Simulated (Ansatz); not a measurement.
# AlFH7O3Si: the cost of one run

The runs use Ansatz 0.2.0, Gaussian basis; PBE0-D4/def2-SVP, unrestricted.

29 further runs of the same task are left out: 1 that didn't finish, 28 set aside as unsound or not needed.

## 1. The starting structure

The first end: 13 atoms, charge 0, spin multiplicity 2.

Atoms are counted from 1 here; the program's logs count them from 0.

Bond lengths: Al1–O2 1.759 Å, Al1–F4 1.675 Å, Al1–O6 1.932 Å, O2–Si3 1.638 Å, Si3–H9 1.486 Å, Si3–H10 1.488 Å, Si3–H11 1.490 Å, H5–O6 1.013 Å, O6–H12 0.965 Å, H7–O8 0.982 Å, O8–H13 0.960 Å. Angles: O2–Al1–F4 114.7°, O2–Al1–O6 97.5°, F4–Al1–O6 95.6°, Al1–O2–Si3 138.1°, O2–Si3–H9 111.3°, O2–Si3–H10 111.3°, O2–Si3–H11 108.1°, H9–Si3–H10 108.8°, H9–Si3–H11 108.5°, H10–Si3–H11 108.7°, Al1–O6–H5 111.6°, Al1–O6–H12 110.4°, H5–O6–H12 109.1°, H7–O8–H13 107.3°.

Geometry (Å):

```xyz
13
AlFH7O3Si
Al   -1.6090    0.5240   -0.3876
O    -0.1993   -0.5275   -0.3440
Si    0.2269   -2.0179   -0.8718
F    -2.7295    0.2434    0.8258
H     0.1797    1.9060    0.6548
O    -0.8006    2.0633    0.4547
H     1.1800    0.3637    0.3990
O     1.5518    1.1740    0.8117
H    -0.2003   -3.0722    0.0847
H    -0.3662   -2.3105   -2.2042
H     1.7116   -2.0590   -0.9892
H    -1.2603    2.2784    1.2752
H     2.3152    1.4343    0.2909
```

The second end:

```xyz
13
charge 0, multiplicity 2
Al   -1.5369    0.7661   -0.3987
O     0.0799   -0.2294   -0.6464
Si    0.1473   -1.9142   -0.7755
F    -2.4866   -0.5413    0.0546
H     0.7876    1.5760    1.0616
O    -0.8814    1.7749    0.8883
H     0.8486    0.2350   -0.1532
O     1.6283    1.1066    0.8173
H    -0.1639   -2.5498    0.5218
H    -0.8158   -2.2944   -1.8271
H     1.5369   -2.2343   -1.1823
H    -1.3706    2.5413    1.1858
H     2.2266    1.7634    0.4537
```

## 2. The band at PBE0-D4/def2-SVP

neb/in.yaml

```yaml
crystal:
  periodic: [false, false, false]
  atoms:
    - {symbol: Al, position_ang: [-1.608962, 0.524020, -0.387640]}
    - {symbol: O, position_ang: [-0.199341, -0.527508, -0.344044]}
    - {symbol: Si, position_ang: [0.226887, -2.017885, -0.871838]}
    - {symbol: F, position_ang: [-2.729542, 0.243413, 0.825821]}
    - {symbol: H, position_ang: [0.179718, 1.906007, 0.654807]}
    - {symbol: O, position_ang: [-0.800583, 2.063296, 0.454730]}
    - {symbol: H, position_ang: [1.179961, 0.363748, 0.398960]}
    - {symbol: O, position_ang: [1.551838, 1.173963, 0.811698]}
    - {symbol: H, position_ang: [-0.200301, -3.072158, 0.084739]}
    - {symbol: H, position_ang: [-0.366178, -2.310545, -2.204235]}
    - {symbol: H, position_ang: [1.711605, -2.059043, -0.989157]}
    - {symbol: H, position_ang: [-1.260278, 2.278414, 1.275194]}
    - {symbol: H, position_ang: [2.315177, 1.434278, 0.290864]}
basis:
  gaussian: {orbitals: def2-SVP}
magnetization: {spin_polarized: true, initial_magnetization: 1}
hamiltonian: {xc: pbe0, dispersion: d4}
neb:
  images: 5
  climbing: true
  max_iterations: 40
  initial_path: idpp
  final_atoms:
    - {symbol: Al, position_ang: [-1.536930, 0.766069, -0.398734]}
    - {symbol: O, position_ang: [0.079941, -0.229382, -0.646421]}
    - {symbol: Si, position_ang: [0.147293, -1.914188, -0.775505]}
    - {symbol: F, position_ang: [-2.486559, -0.541263, 0.054573]}
    - {symbol: H, position_ang: [0.787588, 1.575984, 1.061581]}
    - {symbol: O, position_ang: [-0.881417, 1.774901, 0.888330]}
    - {symbol: H, position_ang: [0.848623, 0.235036, -0.153189]}
    - {symbol: O, position_ang: [1.628327, 1.106590, 0.817324]}
    - {symbol: H, position_ang: [-0.163914, -2.549821, 0.521840]}
    - {symbol: H, position_ang: [-0.815812, -2.294351, -1.827097]}
    - {symbol: H, position_ang: [1.536860, -2.234345, -1.182343]}
    - {symbol: H, position_ang: [-1.370569, 2.541343, 1.185791]}
    - {symbol: H, position_ang: [2.226564, 1.763425, 0.453749]}
```

Run with:

```bash
$ ansatz run in.yaml --threads 4 --pin off --events-out ev --progress --plain --max-ram 66560MiB --backend cpu
```

**Question.** How long does this run take on 4 threads of AMD EPYC 7R13, shared host?

About 4.9 min.
